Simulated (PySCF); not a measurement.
# H4HfS4 (Hf(SH)4): the cost of one run

Computed with PySCF 2.14.0. Level: PBE0, Hf def2-SVP with ECP60, S def2-SVP, H def2-SVP; scalar-relativistic core potentials, no spin–orbit coupling.

1 further run of the same task is left out (for a known fault of the program).

## (1) The starting structure

9 atoms, charge 0, spin multiplicity 1.

Bond lengths: Hf1–S2 2.451 Å, Hf1–S4 2.451 Å, Hf1–S6 2.451 Å, Hf1–S8 2.451 Å, S2–H3 1.341 Å, S4–H5 1.341 Å, S6–H7 1.341 Å, S8–H9 1.341 Å. Angles: S2–Hf1–S4 109.5°, S2–Hf1–S6 109.5°, S2–Hf1–S8 109.5°, S4–Hf1–S6 109.5°, S4–Hf1–S8 109.5°, S6–Hf1–S8 109.5°, Hf1–S2–H3 104.2°, Hf1–S4–H5 104.2°, Hf1–S6–H7 104.2°, Hf1–S8–H9 104.2°.

Coordinates:

```xyz
9
charge 0, multiplicity 1
Hf    0.0000    0.0000    0.0000
S     1.4151    1.4151    1.4151
H     2.5248    0.6864    1.6056
S    -1.4151   -1.4151    1.4151
H    -2.5248   -0.6864    1.6056
S     1.4151   -1.4151   -1.4151
H     0.6864   -2.5248   -1.6056
S    -1.4151    1.4151   -1.4151
H    -0.6864    2.5248   -1.6056
```

Formal oxidation states: Hf +4.

## (2) SCF at the start, singlet

run.py (the lines that set the calculation)

```python
mol = gto.M(atom='''
Hf     0.00000     0.00000     0.00000
S      1.41510     1.41510     1.41510
H      2.52480     0.68640     1.60560
S     -1.41510    -1.41510     1.41510
H     -2.52480    -0.68640     1.60560
S      1.41510    -1.41510    -1.41510
H      0.68640    -2.52480    -1.60560
S     -1.41510     1.41510    -1.41510
H     -0.68640     2.52480    -1.60560''',
    basis={'Hf': 'def2-SVP', 'S': 'def2-SVP', 'H': 'def2-SVP'},
    ecp={'Hf': 'def2-SVP'},
    charge=0, spin=0)
mf = dft.RKS(mol, xc='PBE0')
mf.grids.atom_grid = (50, 194)
mf = mf.density_fit()  # fitting sets: Hf def2-universal-JKFIT, S def2-universal-JKFIT, H def2-universal-JKFIT
mf.conv_tol = 1e-08; mf.max_cycle = 55
mf.kernel(dm0)  # dm0: free metal ions and neutral atoms
```

Command:

```console
OMP_NUM_THREADS=2 python run.py
```

**Question.** How long does this run take on 2 threads of Arm Neoverse V2, shared host, and how much memory does it need?

About 4.4 s, with a peak of 0.63 GiB.
